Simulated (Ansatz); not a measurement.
# BN: the cost of one run

Program: Ansatz 0.2.0. Level of theory: DFT LDA, scalar-relativistic, plane waves, PAW. These are calculated values, not measurements.

5 further runs of the same task are left out: 1 that didn't finish, 4 set aside as unsound or not needed.

**1. The system as given**

Symmetry: F-43m, No. 216, cubic system. The conventional cell has a = 3.581 Å, b = 3.581 Å, c = 3.581 Å, α = 90.00°, β = 90.00°, γ = 90.00°. B (site symmetry -43m) is surrounded by 4 N at 1.55 Å. N (site symmetry -43m) is surrounded by 4 B at 1.55 Å.

Coordinates:

```cif
data_structure
_symmetry_space_group_name_H-M 'F-43m'
_symmetry_Int_Tables_number 216
_cell_length_a 3.5805
_cell_length_b 3.5805
_cell_length_c 3.5805
_cell_angle_alpha 90.000
_cell_angle_beta 90.000
_cell_angle_gamma 90.000
_cell_volume 45.90
loop_
_atom_site_label
_atom_site_type_symbol
_atom_site_symmetry_multiplicity
_atom_site_Wyckoff_symbol
_atom_site_fract_x
_atom_site_fract_y
_atom_site_fract_z
_atom_site_occupancy
B1 B 4 a 0.00000 0.00000 0.00000 1
N1 N 4 c 0.25000 0.25000 0.25000 1
```

It goes back to an entry of the Materials Project.

This cell was relaxed beforehand with the same method: volume 5.74 Å³/atom, gap on the mesh 4.39 eV.

**2. The cell under 25 GPa**

At a set pressure the run lowers the enthalpy E + PV, so the energy alone may rise along the way.

The input, input.yaml:

```yaml
crystal:
  lattice:
    - [0.0, 1.7902744181, 1.7902744181]
    - [1.7902744181, 0.0, 1.7902744181]
    - [1.7902744181, 1.7902744181, 0.0]
  atoms:
    - { symbol: B, position: [0.0, 0.0, 0.0] }
    - { symbol: "N", position: [0.75, 0.75, 0.75] }
basis:
  ecutwfc: 420
kpoints:
  mp_grid: { grid: [12, 12, 12] }
hamiltonian:
  xc: lda
scf:
  occupations: { method: fixed }
output:
  forces: true
  stress: true
  eigenvalues: true
relax:
  adjacent_minimum: "off"
  f_tol: 0.001
  max_steps: 60
  cell: { stress_tol: 0.02, p_target: 25.0 }
```

Started as:

```console
$ ansatz run input.yaml --threads 1 --pin off --max-ram 3072MiB --backend cpu --events-out ev --progress --plain --runs-dir out
```

What time and memory should one allow on 1 thread of Intel Xeon at 2.50GHz (Skylake/Cascade Lake), shared host?

About 18 s, with a peak of 0.29 GiB.
